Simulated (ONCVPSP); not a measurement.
**An ONCV potential for Ag, from input to tests**

Aim: build the potential from the settings below, then test how well it stands in for the atom: other configurations, scattering, ghost states and the plane-wave cutoff that it needs.

Program: ONCVPSP 4.0.1. Reference atom: PBE, scalar-relativistic, spherical and spin-unpolarised. All values are calculated.

## Step 1: The design

Typed settings, in words:

```
element                 : silver (Ag, Z = 47)
type                    : optimised norm-conserving Vanderbilt (ONCV)
frozen core             : [Ar] 3d10
valence charge          : 19
reference configuration : 4s2 4p6 4d10 5s1
partial waves           : 4s+5s: rc 1.50 bohr, ncon 3, nbas 6, qcut 10.6 1/bohr, 2 projectors; 4p: rc 1.10 bohr, ncon 5, nbas 8, qcut 7.4 1/bohr, 2 projectors, debl 2.5 Ha; 4d: rc 1.10 bohr, ncon 3, nbas 7, qcut 8.8 1/bohr, 2 projectors, debl 1.6 Ha
local potential         : polynomial inside 0.80 bohr (lpopt 5, dvloc0 -1 Ha)
core correction         : Teter function, fcfact 3, rcfact 1.1
```

The outer shells as boxes (Hund's rule for the drawing; the calculation is spin-unpolarised):

```
[Ar] core
3d [↑↓][↑↓][↑↓][↑↓][↑↓]
4s [↑↓]
4p [↑↓][↑↓][↑↓]
4d [↑↓][↑↓][↑↓][↑↓][↑↓]
5s [↑ ]
```

The nodes and maxima of the atom's own shells, from an earlier all-electron run, set the scale for the radii.

All-electron outer shells of the reference configuration (PBE, scalar-relativistic, ld1.x):

```json
{"shell": "3d", "level (eV)": "-358.48", "outermost node (bohr)": "–", "outermost maximum (bohr)": "0.27"}
{"shell": "4s", "level (eV)": "-95.05", "outermost node (bohr)": "0.44", "outermost maximum (bohr)": "0.82"}
{"shell": "4p", "level (eV)": "-58.57", "outermost node (bohr)": "0.44", "outermost maximum (bohr)": "0.87"}
{"shell": "4d", "level (eV)": "-7.44", "outermost node (bohr)": "0.43", "outermost maximum (bohr)": "1.04"}
{"shell": "5s", "level (eV)": "-4.40", "outermost node (bohr)": "1.11", "outermost maximum (bohr)": "2.49"}
{"shell": "5p", "level (eV)": "-0.74", "outermost node (bohr)": "1.25", "outermost maximum (bohr)": "3.86"}
```

## Step 2: Generating the potential

Contents of Ag.dat:

```
# ATOM AND REFERENCE CONFIGURATION
# atsym  z   nc   nv     iexc    psfile
  Ag 47.00    6    4        4      upf
#
#   n    l    f
    1    0    2.00
    2    0    2.00
    2    1    6.00
    3    0    2.00
    3    1    6.00
    3    2   10.00
    4    0    2.00
    4    1    6.00
    4    2   10.00
    5    0    1.00
#
# PSEUDOPOTENTIAL AND OPTIMIZATION
# lmax
    2
#
#   l,   rc,      ep,       ncon, nbas, qcut
    0    1.50    0.00    3    6   10.60
    1    1.10    0.00    5    8    7.40
    2    1.10    0.00    3    7    8.80
#
# LOCAL POTENTIAL
# lloc, lpopt,  rc(5),   dvloc0
    4    5    0.80   -1.00
#
# VANDERBILT-KLEINMAN-BYLANDER PROJECTORs
# l, nproj, debl
    0    2    2.10
    1    2    2.50
    2    2    1.60
#
# MODEL CORE CHARGE
# icmod, fcfact, rcfact
    3    3.00    1.10
#
# LOG DERIVATIVE ANALYSIS
# epsh1, epsh2, depsh
   -5.00    5.00    0.04
#
# OUTPUT GRID
# rlmax, drl
    6.00    0.01
#
# TEST CONFIGURATIONS
# ncnf
    4
# nvcnf
#   n    l    f
    4
    4    0    2.00
    4    1    6.00
    4    2   10.00
    5    0    0.00
#
    4
    4    0    2.00
    4    1    6.00
    4    2    9.00
    5    0    0.00
#
    4
    4    0    2.00
    4    1    6.00
    4    2    8.00
    5    0    0.00
#
    4
    4    0    2.00
    4    1    6.00
    4    2    9.00
    5    0    2.00
#
```

Launch:

```
$ oncvpsp.x < Ag.dat > Ag.out
```

Q: Predict the outcome of this session. Wanted: cutoffs for 1 and 0.1 mHa per electron, occupied waves; bound ghosts; GHOST(+) flags; largest test error; largest phase difference near zero energy, channels read; rms error of d²Exc/dn², without and with the model core.

The runs gave:

```
                                                quantity                          value
  cutoffs for 1 and 0.1 mHa per electron, occupied waves              135 Ha and 161 Ha
                                            bound ghosts                     none found
                                          GHOST(+) flags                     s at 46 eV
                            largest test error (AE − PS)  -8.9 meV, for 4s2 4p6 4d8 5s0
largest phase difference near zero energy, channels read                      0.000 rad
 rms error of d²Exc/dn², without and with the model core              2.18 and 0.74 mHa
```

In words: The worst unpolarised test, 4s2 4p6 4d8 5s0, is off by 8.9 meV on 66.1 eV; by total energies transferability rates as good. It counts as very hard, with 135 Ha needed at the looser tolerance. At the looser tolerance the 4p wave is the slowest; 4d needs 33 Ha. It is free of bound ghosts as far as tested. Near zero energy the phases of the channels with partial waves agree within 0.001 rad. The program also flags highly localised states, GHOST(+) (s). All of this concerns the isolated atom, not yet a solid.
